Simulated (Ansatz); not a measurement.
# WS2: the cost of one run

Computed with Ansatz 0.2.0 (DFT PBEsol, scalar-relativistic, plane waves, PAW, unless a step's input says otherwise).

17 further runs of the same task are left out: 17 set aside as unsound or not needed. Runs told in other sessions of the task aren't counted.

## Step 1: Starting point

It takes space group P-3m1 (No. 164, trigonal). The conventional cell has a = 3.146 Å, b = 3.146 Å, c = 23.571 Å, α = 90.00°, β = 90.00°, γ = 120.00°. Around W (site symmetry 3m) lie 6 S at 2.40 Å. S (site symmetry 3m) has 3 W at 2.40 Å in its first shell of neighbours.

As a file:

```cif
data_structure
_symmetry_space_group_name_H-M 'P 1'
_symmetry_Int_Tables_number 1
_cell_length_a 3.1461
_cell_length_b 3.1461
_cell_length_c 23.5710
_cell_angle_alpha 90.000
_cell_angle_beta 90.000
_cell_angle_gamma 120.000
_cell_volume 202.04
loop_
_atom_site_label
_atom_site_type_symbol
_atom_site_fract_x
_atom_site_fract_y
_atom_site_fract_z
_atom_site_occupancy
W1 W 0.33333 0.66667 0.63457 1
W2 W 0.66667 0.33333 0.36543 1
S1 S 0.33333 0.66667 0.29897 1
S2 S 0.66667 0.33333 0.56805 1
S3 S 0.33333 0.66667 0.43195 1
S4 S 0.66667 0.33333 0.70103 1
```

It goes back to an entry of the Materials Project, which need not be the stable form.

It is the result of an earlier relaxation at this level (volume 33.67 Å³/atom; gap on the mesh: 1.53 eV).

## Step 2: What is varied

The energy is mapped over volume and the cell's shape.

The axes are (1) volume per atom: 7 values from 29.63 to 37.72 Å³; (2) c/a of the conventional cell: 7 values from 6.641 to 8.452.

Nothing else is relaxed (fractional coordinates fixed). Energies count from the relaxed crystal. Points are written as (first, second).

## Step 3: The run at (35.02 Å³, 6.641)

The input, input.yaml:

```yaml
crystal:
  lattice:
    - [3.3182037307, 0.0, 0.0]
    - [-1.6591018653, 2.8736487257, 0.0]
    - [0.0, 0.0, 22.0365227958]
  atoms:
    - { symbol: W, position: [0.3333333333, 0.6666666667, 0.6345659624] }
    - { symbol: W, position: [0.6666666667, 0.3333333333, 0.3654340376] }
    - { symbol: S, position: [0.3333333333, 0.6666666667, 0.2989660749] }
    - { symbol: S, position: [0.6666666667, 0.3333333333, 0.5680485953] }
    - { symbol: S, position: [0.3333333333, 0.6666666667, 0.4319514047] }
    - { symbol: S, position: [0.6666666667, 0.3333333333, 0.7010339251] }
basis:
  ecutwfc: 420
kpoints:
  mp_grid: { grid: [12, 12, 2] }
hamiltonian:
  xc: pbesol
  pseudopotentials: { kind: paw, azcp: { folder: soft_1 } }
scf:
  occupations: { method: gaussian, width: 0.05 }
output:
  forces: true
  stress: true
  eigenvalues: true
```

On the command line:

```
ansatz run input.yaml --threads 2 --pin off --max-ram 4096MiB --backend cpu --events-out ev --progress --plain --runs-dir out
```

What time and memory should one allow on 2 threads of Arm Neoverse N1, shared host?

About 16 s, with a peak of 0.54 GiB.
